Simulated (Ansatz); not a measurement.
# CH₅NSSi: ionisation energy by level of theory

Aim: the vertical ionisation energy of CH₅NSSi, as cation minus neutral at the neutral's geometry, on several levels, and how well −ε(HOMO) stands in for it.

Program: Ansatz 0.2.0, Gaussian basis. Level of theory: unrestricted cation, the program's frozen cores in correlated methods. These are calculated values, not measurements.

Levels to be run: UKS PBE-D4/def2-TZVPP; UKS r2SCAN-D4/def2-TZVPP; UKS PBE0-D4/def2-TZVPP; UKS B3LYP-D4/def2-TZVPP; UKS wB97X-V/def2-TZVPP; UKS wB97M-V/def2-TZVPP; UKS B2PLYP/def2-TZVPP; UHF-CCSD(T)/def2-TZVPP; UHF-MP2/def2-QZVPP; extrapolation to the limit; then −ε(HOMO) from the neutral's earlier runs with LDA (SPW92), PBE-D4, revPBE-D4, BLYP-D4, r2SCAN-D4, B97M-V, PBE0-D4, B3LYP-D4, r2SCANh-D4, r2SCAN0-D4, HSE06-D4, BHLYP-D4, CAM-B3LYP-D4, LC-ωPBE, ωB97X-V, ωB97M-V.

## 1. The relaxed structure

An earlier PBE0-D4 in a triple-zeta def2 set relaxation fixed the geometry.

SMILES `CS[Si]N`, 9 atoms, charge 0, spin multiplicity 1.

Atoms are counted from 1 here; the program's logs count them from 0.

Bond lengths: C1–S2 1.813 Å, C1–H5 1.089 Å, C1–H6 1.092 Å, C1–H7 1.089 Å, S2–Si3 2.141 Å, Si3–N4 1.710 Å, N4–H8 1.009 Å, N4–H9 1.007 Å. Angles: S2–C1–H5 109.2°, S2–C1–H6 110.5°, S2–C1–H7 109.3°, H5–C1–H6 109.2°, H5–C1–H7 109.4°, H6–C1–H7 109.2°, C1–S2–Si3 100.1°, S2–Si3–N4 98.2°, Si3–N4–H8 127.5°, Si3–N4–H9 120.2°, H8–N4–H9 112.2°.

Coordinates:

```xyz
9

C    -0.47336    0.41651   -1.86859
S     0.68956    0.39991   -0.47726
Si   -0.52834   -0.52979    1.01760
N     0.60704   -0.52373    2.29576
H    -0.63239    1.44477   -2.19060
H    -1.42978   -0.01922   -1.57352
H    -0.05588   -0.16042   -2.69270
H     1.55174   -0.17056    2.27694
H     0.35991   -0.90377    3.19526
```

## 2. Cation, UKS PBE-D4/def2-TZVPP

in.yaml

```yaml
crystal:
  periodic: [false, false, false]
  atoms:
    - {symbol: C, position_ang: [-0.473359, 0.416513, -1.868590]}
    - {symbol: S, position_ang: [0.689560, 0.399906, -0.477260]}
    - {symbol: Si, position_ang: [-0.528341, -0.529790, 1.017601]}
    - {symbol: N, position_ang: [0.607038, -0.523735, 2.295757]}
    - {symbol: H, position_ang: [-0.632388, 1.444765, -2.190595]}
    - {symbol: H, position_ang: [-1.429775, -0.019221, -1.573524]}
    - {symbol: H, position_ang: [-0.055875, -0.160415, -2.692695]}
    - {symbol: H, position_ang: [1.551735, -0.170556, 2.276941]}
    - {symbol: H, position_ang: [0.359907, -0.903767, 3.195264]}
basis:
  gaussian: {orbitals: def2-TZVPP}
total_charge: 1
magnetization: {spin_polarized: true, initial_magnetization: 1}
hamiltonian: {xc: pbe, dispersion: d4}
```

Run with:

```sh
ansatz run in.yaml --threads 4 --pin off --events-out ev --progress --plain --max-ram 10444MiB
```

Further steps of the session: Cation, UKS r2SCAN-D4/def2-TZVPP; Cation, UKS PBE0-D4/def2-TZVPP; Cation, UKS B3LYP-D4/def2-TZVPP; Cation, UKS wB97X-V/def2-TZVPP; Cation, UKS wB97M-V/def2-TZVPP; Cation, UKS B2PLYP (frozen core)/def2-TZVPP; Cation, UHF-CCSD(T)/def2-TZVPP; Cation, UHF-MP2/def2-QZVPP.

Before running them: what should the planned runs give, taken together? Wanted: ionisation energy, CCSD(T)/CBS; nearest functional by difference; nearest −ε(HOMO); −ε(HOMO) of PBE; T1 of the cation.

As calculated:

| quantity | value |
| --- | --- |
| ionisation energy, CCSD(T)/CBS | 8.73 eV |
| nearest functional by difference | ωB97M-V (-0.11 eV) |
| nearest −ε(HOMO) | ωB97X-V (-0.05 eV) |
| −ε(HOMO) of PBE | 5.42 eV |
| T1 of the cation | 0.019 |

In words: By cation minus neutral, the functionals miss by 0.37 eV at most. The PBE orbital energy is 3.3 eV too small: a semilocal HOMO is no ionisation energy. Among orbital estimates ωB97X-V comes nearest. Hartree-Fock falls 1.05 eV short, as the neutral has more correlation energy than the cation.
